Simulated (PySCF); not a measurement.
# C2H7OPSi: the cost of one run

The runs use PySCF 2.14.0, with density-fitted response routines of our own; the level of theory stands in each step. All values are computed, except where a source is named. Atoms count from 0, in the outputs and in this text.

## Step 1: Starting geometry

12 atoms, charge 0, multiplicity 1; geometry from: GFN2-xTB. The atoms were then displaced at random by about 0.01 Å, so the start is not that level's minimum.

Bonds of the start (Å): C0–C1 1.31, C1–Si2 1.87, Si2–O3 1.63, Si2–P4 2.27, C0–H5 1.06, C0–H6 1.10, C1–H7 1.09, Si2–H8 1.49, O3–H9 0.97, P4–H10 1.38, P4–H11 1.38.

## Step 2: Optimising the geometry at PBE0-D3(BJ)/def2-SVP

Job settings and geometry (Å):

```
{"job": {"xc": "PBE0", "basis": "def2-SVP", "d3": "d3bj", "grid": 1, "shake": 0.01, "kind": "geom"}, "charge": 0, "multiplicity": 1}
C     -2.130210     0.147280     0.478180
C     -1.085850     0.541900    -0.211110
Si     0.676640     0.168330     0.299900
O      0.825890    -0.894310     1.530210
P      1.698480    -0.702270    -1.525690
H     -2.066260    -0.367720     1.397480
H     -3.147720     0.391170     0.152280
H     -1.207540     1.100680    -1.137080
H      1.352550     1.330570     0.935770
H      0.554490    -1.817080     1.435340
H      2.975340    -0.383260    -1.101730
H      1.593880     0.456440    -2.262580
```

Run with:

```console
> OMP_NUM_THREADS=1 python probes_run.py task.json out
```

One launch serves the whole session: the jobs run in the order shown.

**Question.** How long does this first job take on 1 thread of Arm Neoverse V1, shared host, and how much memory does it need?

About 44 s, with a peak of 0.47 GiB.
